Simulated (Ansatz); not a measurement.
# YAl2F: the cost of one run

Program: Ansatz 0.2.0. Level of theory: DFT PBE, scalar-relativistic, plane waves, PAW. These are calculated values, not measurements.

## 1. The system as given

The structure is orthorhombic, space group Cmmm (No. 65). Conventional cell: a = 4.691 Å, b = 7.781 Å, c = 4.047 Å, α = 90.00°, β = 90.00°, γ = 90.00°. Y (site symmetry mmm) is surrounded by 4 Al at 2.27 Å and 4 F at 3.10 Å. Al (site symmetry 2/m) has 2 Y at 2.27 Å and 2 Al at 2.35 Å and 4 F at 3.04 Å in its first shell of neighbours. F (site symmetry mmm) is surrounded by 8 Al at 3.04 Å and 4 Y at 3.10 Å.

Structure file:

```cif
data_structure
_symmetry_space_group_name_H-M 'P 1'
_symmetry_Int_Tables_number 1
_cell_length_a 4.5425
_cell_length_b 4.5425
_cell_length_c 4.0473
_cell_angle_alpha 90.000
_cell_angle_beta 90.000
_cell_angle_gamma 117.831
_cell_volume 73.85
loop_
_atom_site_label
_atom_site_type_symbol
_atom_site_fract_x
_atom_site_fract_y
_atom_site_fract_z
_atom_site_occupancy
Y1 Y 0.00000 0.00000 0.00000 1
Al1 Al 0.00000 0.50000 0.00000 1
Al2 Al 0.50000 0.00000 0.00000 1
F1 F 0.50000 0.50000 0.50000 1
```

Recipe of the guess: random cell by space group and Wyckoff sites (Cmmm, No. 65). Its size is a rough estimate.

## 2. Probe: one point on a coarse mesh

Contents of input.yaml:

```yaml
crystal:
  lattice:
    - [2.34531918, -3.89025168, 0.0]
    - [2.34531918, 3.89025168, 0.0]
    - [0.0, 0.0, 4.04731538]
  atoms:
    - { symbol: "Y", position: [0.0, 0.0, 0.0] }
    - { symbol: Al, position: [0.0, 0.5, 0.0] }
    - { symbol: Al, position: [0.5, 0.0, 0.0] }
    - { symbol: F, position: [0.5, 0.5, 0.5] }
basis:
  ecutwfc: 420
kpoints:
  mp_grid: { grid: [4, 4, 4] }
hamiltonian:
  xc: pbe
scf:
  occupations: { method: gaussian, width: 0.1 }
  lower_state_search: "off"
output:
  forces: true
  stress: true
  eigenvalues: true
```

The run is started by

```sh
> ansatz run input.yaml --threads 1 --pin off --max-ram 2560MiB --backend cpu --events-out ev --progress --plain --runs-dir out
```

What time and memory should one allow on 1 thread of Arm Neoverse V1, shared host?

About 1.9 s, with a peak of 0.32 GiB.
